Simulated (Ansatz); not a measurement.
**CH6BFN2OSi: a dynamics run in two tries**

Wanted: a short trajectory, and a check that the input is sound. SMILES of the start: F[SiH]1NBNCO1.

Program: Ansatz 0.2.0. Level of theory: UKS PBE/STO-3G. These are calculated values, not measurements.

## Step 1: The starting structure

Bond lengths: F1–Si2 1.645 Å, Si2–N3 1.762 Å, N3–B4 1.425 Å, B4–N5 1.423 Å, N5–C6 1.509 Å, Si2–O7 1.737 Å, C6–O7 1.470 Å, Si2–H8 1.463 Å, N3–H9 1.045 Å, B4–H10 1.178 Å, N5–H11 1.046 Å, C6–H12 1.132 Å, C6–H13 1.120 Å. Angles (14 of 22 angles, heavy atoms first): F1–Si2–N3 110.3°, F1–Si2–O7 110.2°, N3–Si2–O7 106.5°, Si2–N3–B4 121.0°, N3–B4–N5 118.8°, B4–N5–C6 124.3°, N5–C6–O7 113.6°, Si2–O7–C6 108.1°, F1–Si2–H8 110.1°, N3–Si2–H8 112.7°, O7–Si2–H8 107.0°, Si2–N3–H9 119.6°, B4–N3–H9 118.4°, N3–B4–H10 122.0°.

As a file:

```xyz
13

F    -2.5455   -0.7771    0.0345
Si   -1.0134   -1.1464    0.5044
N    -0.3177    0.1877    1.4207
B     0.7117    1.0014    0.8649
N     1.0054    0.8811   -0.5220
C     0.2839   -0.0495   -1.4657
O     0.0023   -1.3709   -0.8870
H    -1.0045   -2.4061    1.2483
H    -0.5258    0.2780    2.4403
H     1.3297    1.7595    1.5209
H     1.8204    1.3742   -0.9544
H    -0.6628    0.4521   -1.8301
H     0.9365   -0.2188   -2.3600
```

## Step 2: The run

input.yaml reads:

```yaml
crystal:
  periodic: [false, false, false]
  atoms:
    - { symbol: F, position_ang: [-2.545538, -0.77707, 0.03454] }
    - { symbol: Si, position_ang: [-1.013356, -1.146395, 0.504379] }
    - { symbol: "N", position_ang: [-0.317658, 0.187748, 1.420676] }
    - { symbol: B, position_ang: [0.711708, 1.001409, 0.864917] }
    - { symbol: "N", position_ang: [1.005449, 0.88108, -0.522026] }
    - { symbol: C, position_ang: [0.283949, -0.049546, -1.46572] }
    - { symbol: O, position_ang: [0.00226, -1.370866, -0.887023] }
    - { symbol: H, position_ang: [-1.004541, -2.406078, 1.248292] }
    - { symbol: H, position_ang: [-0.525752, 0.277966, 2.440278] }
    - { symbol: H, position_ang: [1.329685, 1.759516, 1.520866] }
    - { symbol: H, position_ang: [1.820358, 1.374181, -0.95437] }
    - { symbol: H, position_ang: [-0.662803, 0.452098, -1.830111] }
    - { symbol: H, position_ang: [0.93654, -0.218843, -2.359998] }
magnetization:
  spin_polarized: true
basis:
  gaussian: { orbitals: STO-3G }
hamiltonian:
  xc: pbe
md:
  timestep: 0.25
  n_steps: 25
  ensemble: nvt_langevin
  initial_velocities: maxwell_boltzmann
  seed: 130570
```

Command:

```
ansatz run input.yaml --threads 1 --pin off --max-ram 2048MiB --backend cpu --events-out ev --progress --plain --runs-dir out
```

Q: Predict the outcome of this session. Wanted: first try.

As calculated:

| quantity | value |
| --- | --- |
| first try | refused |
| cause | a Langevin thermostat is asked for with no temperature to hold |

The fault in the first input was caught at the input check and cost nothing.
